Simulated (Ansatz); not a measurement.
# FH3OSi2: the cost of one run

Program: Ansatz 0.2.0. Level of theory: RKS PBE-D4/def2-SVP. These are calculated values, not measurements.

## Step 1: The structure to begin with

Bond lengths: F1–Si2 1.643 Å, Si2–O3 1.614 Å, O3–Si4 1.637 Å, Si4–H5 1.458 Å, Si4–H6 1.462 Å, Si4–H7 1.459 Å. Angles: F1–Si2–O3 113.2°, Si2–O3–Si4 156.2°, O3–Si4–H5 102.3°, O3–Si4–H6 111.0°, O3–Si4–H7 103.7°, H5–Si4–H6 112.1°, H5–Si4–H7 115.5°, H6–Si4–H7 111.5°.

As a file:

```xyz
7

F     0.7202   -2.4881    1.4887
Si   -0.5657   -1.9773    0.6034
O    -0.2736   -0.6203   -0.2194
Si   -0.0195    0.9845   -0.4209
H    -0.7573    1.2640   -1.6472
H    -0.5365    1.7436    0.7168
H     1.4324    1.0936   -0.5214
```

## Step 2: End point A

The input, input.yaml:

```yaml
crystal:
  periodic: [false, false, false]
  atoms:
    - { symbol: F, position_ang: [0.7202, -2.4881, 1.48869] }
    - { symbol: Si, position_ang: [-0.5657, -1.97727, 0.60342] }
    - { symbol: O, position_ang: [-0.27364, -0.62027, -0.2194] }
    - { symbol: Si, position_ang: [-0.01947, 0.98445, -0.4209] }
    - { symbol: H, position_ang: [-0.75732, 1.26401, -1.64721] }
    - { symbol: H, position_ang: [-0.5365, 1.74363, 0.71683] }
    - { symbol: H, position_ang: [1.43244, 1.09355, -0.52143] }
basis:
  gaussian: { orbitals: def2-SVP }
hamiltonian:
  xc: pbe
  dispersion: d4
relax:
  f_tol: 0.02
  max_steps: 50
output:
  orbitals: {}
```

On the command line:

```bash
> ansatz run input.yaml --threads 1 --pin off --max-ram 2048MiB --backend cpu --events-out ev --progress --plain --runs-dir out
```

**Question.** How long does this run take on 1 thread of Arm Neoverse V1, shared host, and how much memory does it need?

About 34 s, with a peak of 0.14 GiB.
